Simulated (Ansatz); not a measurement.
# CdCP2: the band gap up the ladder of functionals

The task here is to estimate one member of a computed series from the others.

The runs shown are made with Ansatz 0.2.0. PAW datasets, plane waves. (Calculated; spin-unpolarised; the phase may be known or hypothetical.)

### The structure to begin with

The cell was relaxed beforehand with r2SCAN.

Space group I-42d (No. 122), tetragonal; a = 5.496 Å, c = 8.409 Å in the conventional setting, 15.87 Å³ an atom. Near Cd stand 4 P at 2.57 Å; near P stand 2 C at 1.93 Å and 2 Cd at 2.57 Å; near C stand 4 P at 1.93 Å.

Coordinates:

```
CELL_PARAMETERS angstrom
-2.74786 2.74786 4.20460
2.74786 -2.74786 4.20460
2.74786 2.74786 -4.20460
ATOMIC_POSITIONS crystal
Cd 0.00000 0.00000 0.00000
P 0.37500 0.47067 0.59567
Cd 0.75000 0.25000 0.50000
P 0.22067 0.62500 0.09567
C 0.50000 0.50000 0.00000
P 0.87500 0.77933 0.40433
C 0.25000 0.75000 0.50000
P 0.52933 0.12500 0.90433
```

Set-up of the first run:

input.yaml reads:

```yaml
crystal:
  lattice:
    - [-2.7478560178, 2.7478560178, 4.2046000976]
    - [2.7478560178, -2.7478560178, 4.2046000976]
    - [2.7478560178, 2.7478560178, -4.2046000976]
  atoms:
    - { symbol: Cd, position: [0.0, 0.0, 0.0] }
    - { symbol: P, position: [0.375, 0.4706716175, 0.5956716175] }
    - { symbol: Cd, position: [0.75, 0.25, 0.5] }
    - { symbol: P, position: [0.2206716175, 0.625, 0.0956716175] }
    - { symbol: C, position: [0.5, 0.5, 0.0] }
    - { symbol: P, position: [0.875, 0.7793283825, 0.4043283825] }
    - { symbol: C, position: [0.25, 0.75, 0.5] }
    - { symbol: P, position: [0.5293283825, 0.125, -0.0956716175] }
kpoints:
  mp_grid: { grid: [6, 6, 6] }
  band_path:
    path:
      - [[0.0, 0.0, 0.0], [8.518635010273e-19, -8.518635010273e-19, 0.5], [0.25, 0.25, 0.25], [-2.250120962952e-17, 0.5, 2.250120962952e-17], [0.0, 0.0, 0.0], [0.5, 0.5, -0.5], [0.356777208351, 0.643222791649, -0.356777208351]]
      - [[-0.356777208351, 0.356777208351, 0.356777208351], [0.0, 0.0, 0.0]]
      - [[8.518635010273e-19, -8.518635010273e-19, 0.5], [-0.2135544167019, 0.2135544167019, 0.5]]
      - [[0.5, 0.5, -0.2135544167019], [0.5, 0.5, -0.5]]
    npoints: 10
hamiltonian:
  xc: pbe
scf:
  occupations: { method: fermi_dirac, width: 0.02 }
  n_extra_bands: 6
output:
  forces: true
  stress: true
  eigenvalues: true
```

The run is started by

```console
> ansatz run input.yaml --threads 2 --pin off --max-ram 18432MiB --backend cpu --events-out ev --progress --plain --runs-dir out
```

Steps of the session up to this table: Band structure with PBE; r2SCAN; HSE06; PBE+SOC.

One table of the session follows, with a row left open; its other results are not shown here.

```
  level  gap (eV)
    PBE      0.10
 r2SCAN         ?
  HSE06      0.67
PBE+SOC      0.09
```

Estimate the missing values for r2SCAN.

The run gave: gap (eV): 0.31. In the column «gap (eV)» it lies between PBE (0.10) and HSE06 (0.67).

Meshes: PBE 6×6×6, r2SCAN 6×6×6, HSE06 4×4×4, PBE+SOC 6×6×6

In words: The gap runs from 0.09 eV (PBE+SOC) to 0.67 eV (HSE06). PBE reaches 15 % of the HSE06 value, and r2SCAN 46 %.

Caveats from the session: Warnings in the runs' records: stress scf threshold loose, stress exchange threshold loose.
